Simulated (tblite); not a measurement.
# C4H12Si2: the cost of one run

Programs: tblite 0.8.0 and PySCF 2.14.0, with density-fitted response routines of our own. Each step states its level of theory. These are calculated values for one molecule, in the gas phase or a continuum, unless marked as measured. Atoms count from 0, in the outputs and in this text.

## Step 1: The starting structure

18 atoms, charge 0, multiplicity 1; geometry from: force field or distance geometry start.

Bonds of the start (Å): Si0–C1 1.88, C1–C2 1.49, C2–C3 1.52, C3–C4 1.51, C4–Si5 1.86, Si5–C2 1.86, Si0–H6 1.45, Si0–H7 1.48, Si0–H8 1.47, C1–H9 1.14, C1–H10 1.08, C2–H11 1.11, C3–H12 1.11, C3–H13 1.11, C4–H14 1.11, C4–H15 1.13, Si5–H16 1.47, Si5–H17 1.44.

## Step 2: Geometry optimisation with GFN2-xTB

What the job is given:

```
{"job": {"kind": "relax", "xc": "GFN2-xTB", "basis": "xTB"}, "charge": 0, "multiplicity": 1}
Si     2.529100    -0.251300    -0.517000
C      0.849600    -1.099900    -0.597500
C     -0.129400    -0.138400    -0.022900
C     -1.581500    -0.584100     0.019200
C     -1.959100     0.872500     0.148900
Si    -0.698700     1.211300    -1.173600
H      3.581100    -1.233000    -0.670800
H      2.664200     0.439000     0.783600
H      2.618400     0.795700    -1.544600
H      0.942000    -1.975500     0.127500
H      0.604100    -1.498500    -1.574600
H      0.165300     0.200200     0.988400
H     -1.978200    -1.068700    -0.892500
H     -1.845900    -1.211300     0.901400
H     -3.016000     1.052900    -0.148900
H     -1.690100     1.223400     1.188000
H      0.023200     2.483400    -1.056400
H     -1.087000     0.788600    -2.499400
```

Run with:

```
> OMP_NUM_THREADS=1 python probes_run.py task.json out
```

One launch serves the whole session: the jobs run in the order shown.

Q: Estimate the wall time and peak memory of this first job on 1 thread of Intel Xeon at 2.50GHz, shared host.

About 1.9 s, with a peak of 0.18 GiB.
